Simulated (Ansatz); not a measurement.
# Ga2Sb3: the cost of one run

Program: Ansatz 0.2.0. Level of theory: DFT PBE, scalar-relativistic, plane waves, PAW. These are calculated values, not measurements.

## (1) The system as given

It takes space group R-3m (No. 166, trigonal). The conventional cell has a = 3.915 Å, b = 3.915 Å, c = 27.221 Å, α = 90.00°, β = 90.00°, γ = 120.00°. Around Ga (site symmetry 3m) lie 6 Sb at 2.74 to 2.90 Å. Sb (site symmetry -3m) is surrounded by 6 Ga at 2.90 Å. Around Sb (site symmetry 3m) lie 3 Ga at 2.74 Å.

As a file:

```cif
data_structure
_symmetry_space_group_name_H-M 'R-3m:H'
_symmetry_Int_Tables_number 166
_cell_length_a 3.9149
_cell_length_b 3.9149
_cell_length_c 27.2213
_cell_angle_alpha 90.000
_cell_angle_beta 90.000
_cell_angle_gamma 120.000
_cell_volume 361.31
loop_
_atom_site_label
_atom_site_type_symbol
_atom_site_symmetry_multiplicity
_atom_site_Wyckoff_symbol
_atom_site_fract_x
_atom_site_fract_y
_atom_site_fract_z
_atom_site_occupancy
Ga1 Ga 6 c 0.33333 0.66667 0.06667 1
Sb1 Sb 3 a 0.00000 0.00000 0.00000 1
Sb2 Sb 6 c 0.00000 0.00000 0.20950 1
```

(A quick probe on a coarse mesh, which set the mesh and smearing, is not shown.)

## (3) Rough relaxation on the coarse mesh

The input, input.yaml:

```yaml
crystal:
  lattice:
    - [1.957447167, 1.1301326488, 9.0737605451]
    - [-1.957447167, 1.1301326488, 9.0737605451]
    - [0.0, -2.2602652975, 9.0737605451]
  atoms:
    - { symbol: Ga, position: [0.4, 0.4, 0.4] }
    - { symbol: Ga, position: [0.6, 0.6, 0.6] }
    - { symbol: Sb, position: [0.0, 0.0, 0.0] }
    - { symbol: Sb, position: [0.2095, 0.2095, 0.2095] }
    - { symbol: Sb, position: [0.7905, 0.7905, 0.7905] }
basis:
  ecutwfc: 420
kpoints:
  mp_grid: { grid: [6, 6, 6] }
hamiltonian:
  xc: pbe
scf:
  occupations: { method: gaussian, width: 0.1 }
  lower_state_search: "off"
output:
  forces: true
  stress: true
  eigenvalues: true
relax:
  adjacent_minimum: "off"
  f_tol: 0.04
  max_steps: 70
  cell: { stress_tol: 0.4 }
```

The run is started by

```bash
$ ansatz run input.yaml --threads 1 --pin off --max-ram 2560MiB --backend cpu --events-out ev --progress --plain --runs-dir out
```

**Question.** How long does this run take on 1 thread of Intel Xeon Platinum 8259CL at 2.50GHz (Skylake/Cascade Lake), shared host, and how much memory does it need?

About 84 s, with a peak of 0.54 GiB.
